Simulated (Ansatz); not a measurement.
The system is PdPt3.

```
Pt Pd
1.0
    -1.97194    1.97194    3.91573
     1.97194   -1.97194    3.91573
     1.97194    1.97194   -3.91573
Pt Pd
3 1
Direct
  0.50000 0.50000 0.00000
  0.25000 0.75000 0.50000
  0.75000 0.25000 0.50000
  0.00000 0.00000 0.00000
```

The cell comes from a database or a generator and needn't be the stable form of this composition.

Base run:

- Program: Ansatz 0.2.0
- Functional: PBEsol
- Potentials or basis: all-electron LAPW, scalar-relativistic
- Cutoff: 250 eV
- Density cutoff: 998 eV
- Basis error allowed: 0.002 eV/atom
- k mesh: 10 × 10 × 10
- Occupations: fermi-dirac, width 0.05 eV
- Spin: no spin polarisation

Its results: pressure -5.8 GPa.

Task: The run is repeated on the same cell with these changes: functional from PBEsol to LDA. What comes out?

Result: Pressure -11.1 GPa.

LDA binds more tightly than PBEsol, so the same cell stands under less pressure.

Not every run made on this cell is shown here.
